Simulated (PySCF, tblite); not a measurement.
# F₂H₂OSe, a complex of two parts: NMR shifts, interaction energy, infrared bands, spin-spin couplings and core binding energies

The task here is to estimate one member of a computed series from the others.

Computed with tblite 0.8.0 and PySCF 2.14.0; each step states its level. No surroundings beyond the atoms listed, unless a continuum is named. Atoms count from 0, parts from 1.

## The system as given

6 atoms, charge 0, multiplicity 1; geometry: rigid parts in contact. Parts: 1 = atoms 0–2, `F[Se]F`, charge 0; 2 = atoms 3–5, `O`, charge 0.

The first run:

What the job is given:

```
{"job": {"kind": "dock", "xc": "GFN2-xTB", "basis": "xTB"}, "charge": 0, "multiplicity": 1, "parts": [{"atoms": "0-2", "charge": 0, "multiplicity": 1}, {"atoms": "3-5", "charge": 0, "multiplicity": 1}]}
F     -0.026590    -1.366990     0.181921
Se     0.690167     0.270022     0.326811
F     -0.663577     1.096968    -0.508732
O      1.493704     2.783206     0.338197
H      1.317758     3.722646     0.257190
H      1.759460     2.621200     1.245487
```

Method: GFN2-xTB search for minima from random contacts, gas phase.

The run is started by

```sh
OMP_NUM_THREADS=1 python cluster_run.py task.json out
```

This one command runs all jobs of the session in turn.

Among the steps run: Search for minima with GFN2-xTB; Geometry optimisation at PBE0-D3(BJ)/def2-TZVPD; NMR shieldings: PBE0/pcSseg-2; Coupled-cluster interaction energy: CCSD(T) and MP2.

One table of the session follows, with a row left open; its other results are not shown here.

It belongs to the step «Coupled-cluster interaction energy: CCSD(T) and MP2». 

```
                 method  interaction energy (kcal/mol)
         HF/aug-cc-pVDZ                          -4.50
        MP2/aug-cc-pVDZ                          -6.20
       CCSD/aug-cc-pVDZ                          -5.38
    CCSD(T)/aug-cc-pVDZ                          -5.66
         HF/aug-cc-pVQZ                          -4.30
        MP2/aug-cc-pVQZ                          -7.48
    SCS-MP2/aug-cc-pVQZ                              ?
      MP2, extrapolated                          -7.80
CCSD(T), limit estimate                          -7.27
```

**Question.** Estimate the row for SCS-MP2/aug-cc-pVQZ.

**Answer.** interaction energy (kcal/mol): -6.38. In the column «interaction energy (kcal/mol)» it lies between CCSD(T), limit estimate (-7.27) and MP2/aug-cc-pVDZ (-6.20).

Caveats from the session: The interaction energy leaves out the deformation of the parts, 0.69 kcal/mol (MP2); added to the CCSD(T) estimate it gives a binding of about -6.57 kcal/mol.
